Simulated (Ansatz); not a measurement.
# C3H8Si: basis-set convergence

How large a basis does C3H8Si need? Two functionals are run in growing sets.

Program: Ansatz 0.2.0, Gaussian basis. Level of theory: one geometry, several basis sets. These are calculated values, not measurements.

Plan: PBE0-D4/def2-SVP; ωB97M-V/def2-SVP; PBE0-D4/def2-QZVPP; ωB97M-V/def2-QZVPP; the functionals' def2-TZVPP values are taken from earlier runs.

## (1) The relaxed structure

An earlier PBE0-D4 in a triple-zeta def2 set relaxation fixed the geometry.

SMILES `CC[Si]C`, 12 atoms, charge 0, spin multiplicity 1.

Atoms are counted from 1 here; the program's logs count them from 0.

Bond lengths: C1–C2 1.522 Å, C1–H5 1.092 Å, C1–H6 1.094 Å, C1–H7 1.093 Å, C2–Si3 1.902 Å, C2–H8 1.108 Å, C2–H9 1.096 Å, Si3–C4 1.896 Å, C4–H10 1.097 Å, C4–H11 1.098 Å, C4–H12 1.091 Å. Angles: C2–C1–H5 111.8°, C2–C1–H6 111.9°, C2–C1–H7 111.3°, H5–C1–H6 107.4°, H5–C1–H7 107.2°, H6–C1–H7 107.1°, C1–C2–Si3 122.4°, C1–C2–H8 110.1°, C1–C2–H9 111.2°, Si3–C2–H8 99.7°, Si3–C2–H9 108.0°, H8–C2–H9 103.4°, C2–Si3–C4 100.2°, Si3–C4–H10 111.3°, Si3–C4–H11 109.5°, Si3–C4–H12 112.7°, H10–C4–H11 106.1°, H10–C4–H12 108.7° and more.

Geometry (Å):

```xyz
12
C3H8Si
C    -0.8312    1.1285    0.1367
C    -0.4202    0.0798    1.1608
Si    1.0629   -1.0807    0.8917
C     1.1521   -1.0806   -1.0027
H    -1.0213    0.6858   -0.8432
H    -1.7399    1.6577    0.4379
H    -0.0494    1.8815    0.0042
H    -1.2260   -0.6715    1.2807
H    -0.3314    0.5178    2.1616
H     0.1804   -1.3289   -1.4474
H     1.4001   -0.0712   -1.3577
H     1.9011   -1.7734   -1.3887
```

## (2) PBE0-D4 in def2-SVP

in.yaml reads:

```yaml
crystal:
  periodic: [false, false, false]
  atoms:
    - {symbol: C, position_ang: [-0.831223, 1.128531, 0.136698]}
    - {symbol: C, position_ang: [-0.420209, 0.079832, 1.160826]}
    - {symbol: Si, position_ang: [1.062944, -1.080688, 0.891732]}
    - {symbol: C, position_ang: [1.152077, -1.080600, -1.002656]}
    - {symbol: H, position_ang: [-1.021348, 0.685832, -0.843154]}
    - {symbol: H, position_ang: [-1.739906, 1.657720, 0.437867]}
    - {symbol: H, position_ang: [-0.049425, 1.881483, 0.004180]}
    - {symbol: H, position_ang: [-1.225962, -0.671529, 1.280683]}
    - {symbol: H, position_ang: [-0.331405, 0.517790, 2.161607]}
    - {symbol: H, position_ang: [0.180360, -1.328855, -1.447377]}
    - {symbol: H, position_ang: [1.400065, -0.071238, -1.357674]}
    - {symbol: H, position_ang: [1.901132, -1.773378, -1.388735]}
basis:
  gaussian: {orbitals: def2-SVP}
hamiltonian: {xc: pbe0, dispersion: d4}
output: {orbitals: {seedname: orbitals}}
```

The runs that follow: ωB97M-V in def2-SVP; PBE0-D4 in def2-QZVPP; ωB97M-V in def2-QZVPP.

Before running them: what should the planned runs give, taken together? Wanted: PBE0-D4: double and triple zeta above quadruple; ωB97M-V: double and triple zeta above quadruple.

The runs gave:

```
                                       quantity          value
PBE0-D4: double and triple zeta above quadruple  6.73, 0.45 eV
ωB97M-V: double and triple zeta above quadruple  6.98, 0.44 eV
```

For PBE0-D4 the step from double to triple zeta gains 6.28 eV and the next only 0.45 eV. These are total energies; as a rule much of such shifts cancels in differences, which this series doesn't test.
